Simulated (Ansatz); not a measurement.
# SrAs2Ru2: the cost of one run

All numbers are computed with Ansatz 0.2.0, driven from Python. Level of theory: DFT PBEsol, plane waves, PAW.

### Step 1. The structure

It takes space group I4/mmm (No. 139, tetragonal). The conventional cell has a = 4.175 Å, b = 4.175 Å, c = 11.401 Å, α = 90.00°, β = 90.00°, γ = 90.00°. Sr (site symmetry 4/mmm) is surrounded by 8 As at 3.37 Å and 8 Ru at 3.53 Å. As (site symmetry 4mm) is surrounded by 4 Ru at 2.42 Å and 4 Sr at 3.37 Å. Ru (site symmetry -4m2) is surrounded by 4 As at 2.42 Å.

No structure file is read: the coordinates are typed or built in the script.

### Step 2. Script

File vcrelax.py:

```python
"""Variable-cell relaxation of SrAs2Ru2."""

import ansatz as az
from ase import Atoms
from ase.data import atomic_numbers
from ase.neighborlist import neighbor_list
import numpy as np
import spglib

def edges_and_angles(cell):
    cell = np.asarray(cell)
    a, b, c = np.linalg.norm(cell, axis=1)
    cosines = cell[1] @ cell[2] / (b * c), cell[0] @ cell[2] / (a * c), cell[0] @ cell[1] / (a * b)
    return (a, b, c, *np.degrees(np.arccos(cosines)))


def main() -> None:
    sras2ru2 = (
        az.Lattice.of((-2.087405, 2.087405, 5.700482), (2.087405, -2.087405, 5.700482), (2.087405, 2.087405, -5.700482))
        .atom("Sr", (0.0, 0.0, 0.0))
        .atom("As", (0.643222, 0.643222, 0.0))
        .atom("As", (0.356778, 0.356778, 0.0))
        .atom("Ru", (0.25, 0.75, 0.5))
        .atom("Ru", (0.75, 0.25, 0.5))
    )

    # only the volume may change
    job = (
        sras2ru2.calculation()
        .scf(lower_state_search="light")
        .accuracy("low")
        .basis(420)
        .mixing("msr1", preconditioner="kerker")
        .eigensolver("davidson", full_accuracy=True)
        .functional("pbesol")
        .occupations(az.OccupationsMethod.FERMI_DIRAC)
        .kpoints(mesh=(9, 9, 9), shift=0.5)
        .relax(force_tolerance=0.001, max_displacement=0.05, fix_cell=["shape"], stress_tolerance=0.1)
        .band_table()
    )
    steps = []


    def collect(event):
        if event["event"] == "relax_step":
            steps.append(event["data"])


    res = job.session().plan().execute(on_event=collect)
    data = res.report
    for s in steps:
        flag = "" if s["accepted"] else "  (rejected)"
        print("step %2d  E = %.5f eV  largest force component = %.4f eV/A%s" % (s["step"], s["lagrangian_ev"], s["allowed_force_max_ev_ang"], flag))

    first, last = steps[0], steps[-1]
    symbols = [site.symbol for site in res.lattice.sites]
    print(f"energy gained {first['lagrangian_ev'] - last['lagrangian_ev']:.4f} eV in {len(steps) - 1} steps")
    for label, vectors in (("before", first["cell_ang"]), ("after", res.lattice.cell_ang)):
        print(label, "a b c (A) {:.4f} {:.4f} {:.4f}  angles {:.2f} {:.2f} {:.2f}".format(*edges_and_angles(vectors)), f" V = {abs(np.linalg.det(vectors)):.3f} A^3")
    print("final stress xx yy zz (GPa, compression positive):", np.round(np.diag(data["stress_gpa"]), 3) + 0.0)

    print("relaxed fractional positions")
    for site in res.lattice.sites:
        print(f"  {site.symbol:2s}", " ".join(f"{v % 1:8.5f}" for v in np.round(site.position_frac, 5)))

    final = Atoms(symbols, positions=last["positions_ang"], cell=res.lattice.cell_ang, pbc=True)
    i, j, d = neighbor_list("ijd", final, 4.5)
    print("neighbours within 1.1 times the shortest distance of each atom (A)")
    for atom in range(len(final)):
        near = [m for m in np.argsort(d) if i[m] == atom]
        shell = [m for m in near if d[m] < 1.1 * d[near[0]]]
        print(f"{symbols[atom]}{atom} ({len(shell)}):", ", ".join(f"{symbols[j[m]]} {d[m]:.3f}" for m in shell))

    fractions = [site.position_frac for site in res.lattice.sites]
    numbers = [atomic_numbers[s] for s in symbols]
    for tolerance in (1e-3, 1e-2, 1e-1):
        print(f"space group at {tolerance} A:", spglib.get_spacegroup((res.lattice.cell_ang, fractions, numbers), symprec=tolerance))

    print("%-22s %14.5f eV" % ("F = E - TS", data["free_energy_ev"]))
    print("%-22s %14.5f eV" % ("E", data["internal_energy_ev"]))
    print("%-22s %14.5f eV" % ("Harris-Foulkes", data["harris_foulkes_ev"]))
    print("%-22s %14.5f eV" % ("Fermi level", data["fermi_energy_ev"]))

    edges = data.get("band_edges_ev")
    if edges:
        print(f"band edges on the mesh: {edges[0]:.3f} and {edges[1]:.3f} eV, gap {edges[1] - edges[0]:.3f} eV")
    else:
        print("no band edges reported (a metal, or a gap too narrow for this smearing); Fermi level", round(data["fermi_energy_ev"], 3), "eV")

    print("energy terms (eV)")
    for term, value in data["components"].items():
        if abs(value) > 1e-9:
            print(f"  {term:26s} {value:16.5f}")


if __name__ == "__main__":
    main()
```

### Step 3. The input behind the calls

The engine receives this input:

```yaml
crystal:
  lattice:
    - [-2.087405, 2.087405, 5.700482]
    - [2.087405, -2.087405, 5.700482]
    - [2.087405, 2.087405, -5.700482]
  atoms:
    - { symbol: Sr, position: [0.0, 0.0, 0.0] }
    - { symbol: As, position: [0.643222, 0.643222, 0.0] }
    - { symbol: As, position: [0.356778, 0.356778, 0.0] }
    - { symbol: Ru, position: [0.25, 0.75, 0.5] }
    - { symbol: Ru, position: [0.75, 0.25, 0.5] }
accuracy: low
basis:
  ecutwfc: 420.0
kpoints:
  mp_grid:
    grid: [9, 9, 9]
    shift: [0.5, 0.5, 0.5]
hamiltonian:
  xc: pbesol
scf:
  lower_state_search: light
  mixing:
    algorithm: msr1
    preconditioner: kerker
  occupations:
    method: fermi_dirac
  eigensolver:
    kind: davidson
    full_accuracy: true
relax:
  f_tol: 0.001
  max_displacement: 0.05
  cell:
    stress_tol: 0.1
    fix: [shape]
output:
  eigenvalues: true
```

### Step 4. Launch

Launch:

```bash
> python vcrelax.py
```

Q: Estimate wall time and peak memory on 1 thread of Arm Neoverse V1, shared host.

About 4.1 min, with a peak of 0.61 GiB.
